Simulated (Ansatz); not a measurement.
# ClFH3NSSi2: small, medium and large basis sets

How large a basis does ClFH3NSSi2 need? Two functionals are run in growing sets.

The runs use Ansatz 0.2.0, Gaussian basis; one geometry, several basis sets.

The runs, in order: PBE0-D4/def2-SVP; ωB97M-V/def2-SVP; PBE0-D4/def2-QZVPP; ωB97M-V/def2-QZVPP; the functionals' def2-TZVPP values are taken from earlier runs.

### Step 1. The relaxed structure

All runs share one geometry, relaxed beforehand with PBE0-D4 in a triple-zeta def2 set.

SMILES `N[Si@@H]1S[Si@]1(F)Cl`, 9 atoms, charge 0, spin multiplicity 1.

Atoms are counted from 1 here; the program's logs count them from 0.

Bond lengths: N1–Si2 1.694 Å, N1–H7 1.006 Å, N1–H8 1.007 Å, Si2–S3 2.202 Å, Si2–Si4 2.225 Å, Si2–H9 1.478 Å, S3–Si4 2.106 Å, Si4–F5 1.589 Å, Si4–Cl6 2.040 Å. Angles: Si2–N1–H7 122.6°, Si2–N1–H8 121.3°, H7–N1–H8 112.7°, N1–Si2–S3 120.4°, N1–Si2–Si4 125.0°, N1–Si2–H9 107.6°, S3–Si2–Si4 56.8°, S3–Si2–H9 112.7°, Si4–Si2–H9 124.2°, Si2–S3–Si4 62.2°, Si2–Si4–S3 61.0°, Si2–Si4–F5 126.2°, Si2–Si4–Cl6 124.1°, S3–Si4–F5 116.2°, S3–Si4–Cl6 116.6°, F5–Si4–Cl6 105.4°.

Coordinates:

```
N     1.0719   -1.4414    0.5034
Si    0.7123    0.1912    0.2302
S    -0.9490    1.1606    1.3020
Si   -1.1189    0.9433   -0.7856
F    -1.2408    2.2880   -1.6231
Cl   -2.6258   -0.2541   -1.4602
H     0.3750   -2.1659    0.4574
H     1.8865   -1.7176    1.0262
H     1.9771    0.9497    0.3329
```

### Step 2. PBE0-D4 in def2-SVP

File in.yaml:

```yaml
crystal:
  periodic: [false, false, false]
  atoms:
    - {symbol: N, position_ang: [1.071918, -1.441417, 0.503385]}
    - {symbol: Si, position_ang: [0.712278, 0.191173, 0.230232]}
    - {symbol: S, position_ang: [-0.948983, 1.160632, 1.301975]}
    - {symbol: Si, position_ang: [-1.118865, 0.943338, -0.785601]}
    - {symbol: F, position_ang: [-1.240793, 2.288024, -1.623098]}
    - {symbol: Cl, position_ang: [-2.625761, -0.254116, -1.460193]}
    - {symbol: H, position_ang: [0.375024, -2.165867, 0.457362]}
    - {symbol: H, position_ang: [1.886509, -1.717639, 1.026151]}
    - {symbol: H, position_ang: [1.977072, 0.949673, 0.332887]}
basis:
  gaussian: {orbitals: def2-SVP}
hamiltonian: {xc: pbe0, dispersion: d4}
output: {orbitals: {seedname: orbitals}}
```

Command:

```sh
$ ansatz run in.yaml --threads 4 --pin off --events-out ev --progress --plain --max-ram 10444MiB
```

After this run come: ωB97M-V in def2-SVP; PBE0-D4 in def2-QZVPP; ωB97M-V in def2-QZVPP.

**Question.** What will the summary of the whole plan be? Wanted: PBE0-D4: double and triple zeta above quadruple; ωB97M-V: double and triple zeta above quadruple.

The runs gave:

| quantity | value |
| --- | --- |
| PBE0-D4: double and triple zeta above quadruple | 20.77, 1.47 eV |
| ωB97M-V: double and triple zeta above quadruple | 20.69, 1.38 eV |

**Reading.** PBE0-D4 gains 19.31 eV from double to triple zeta, then 1.47 eV more. Total energies overstate the basis error of differences, where much of it tends to cancel. The LUMO of ωB97M-V is positive and keeps falling with the basis (1.55 to 0.80 eV): an unbound level that the basis holds in place.
